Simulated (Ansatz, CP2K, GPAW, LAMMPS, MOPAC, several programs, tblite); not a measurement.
GaAs (F-43m) from semi-empirical methods to plane-wave DFT

A 2-atom cell of GaAs started from a crystallographic database, relaxed with r2SCAN in Ansatz, was computed with several methods. It is cubic, F-43m (No. 216); a = 5.666 Å in the conventional setting, 22.74 Å³ an atom. Around Ga lie 4 As at 2.45 Å; around As lie 4 Ga at 2.45 Å. No spin polarisation and no zero-point or thermal motion.

```
CELL_PARAMETERS angstrom
0.00000 2.83308 2.83308
2.83308 0.00000 2.83308
2.83308 2.83308 0.00000
ATOMIC_POSITIONS crystal
Ga 0.00000 0.00000 0.00000
As 0.25000 0.25000 0.25000
```

Gaps and times are for a single point on this cell; volume and bulk modulus come from each method's own relaxation or energy curve at fixed shape. Times are rough, from shared hosts (Intel Xeon Platinum 8259CL CPU @ 2.50GHz), and each method has its own mesh and cell size. A star marks a curve whose lowest point is an end point. PM6 (MOPAC), PM7 (MOPAC), GFN1-xTB (tblite), GFN2-xTB (tblite) treat a cluster of cells at its zone centre, which samples few k points: where these miss a band edge, the gap comes out too large for that reason alone. Gaps from k meshes are read at a limited set of points (mesh, symmetry points, PBE's band edges), so each method's own least gap may be somewhat smaller. Force fields have no electrons; where one was fitted to this phase, its volume and modulus reflect the fit. xTB and the PM methods were fitted mostly to molecules, and can miss a solid's gap by electronvolts. Minimal bases can be far off for gaps. GLLB-SC's gap includes the derivative discontinuity. d marks a direct gap, i an indirect one (no mark: not told apart), a dash a value that wasn't computed or didn't pass its checks.

```
                              method              kind  gap (eV)  own volume (Å³/atom)  bulk modulus (GPa)  atoms computed  processor time
             GaAs.bop.table (LAMMPS)       force field         –                 22.71                  75               2          0.16 s
light PBE (260 eV and a coarse mesh)  light plane-wave    0.40 d                     –                   –               2           1.1 s
                                 PBE         semilocal    0.47 d                 23.70                  59               2           2.7 s
                              r2SCAN         semilocal    0.96 d                 22.74                  73               2           5.9 s
                      GLLB-SC (GPAW)   model potential      0.99                     –                   –               2           6.9 s
              PBE/single zeta (GPAW)       small basis    0.44 d                     –                   –               2           6.9 s
                   GFN1-xTB (tblite)     tight binding      0.59                     –                   –              64            12 s
                   GFN2-xTB (tblite)     tight binding      2.67                     –                   –              64            12 s
                      PBE/SZV (CP2K)       small basis    0.73 d                24.77*                 60*               2            12 s
                         PM6 (MOPAC)    semi-empirical      2.46                     –                   –              64            13 s
                         PM7 (MOPAC)    semi-empirical      5.31                 22.49                 116              64            14 s
                     PBE/DZVP (CP2K)       small basis    0.45 d                 24.08                  57               2            39 s
```

Against r2SCAN (0.96 eV) and with closed or daggered gaps left aside, the nearest gap at the points sampled is that of GLLB-SC (GPAW) (+0.03 eV) and the farthest that of PM7 (MOPAC) (+4.35 eV). r2SCAN is only a yardstick of convenience: semilocal gaps usually lie below measured ones, which GLLB-SC and hybrids aim to mend.

Volumes against r2SCAN's: GaAs.bop.table (LAMMPS) -0.1 %, PBE +4.2 %, PM7 (MOPAC) -1.1 %, PBE/DZVP (CP2K) +5.9 %.

Spin-orbit coupling is left out.
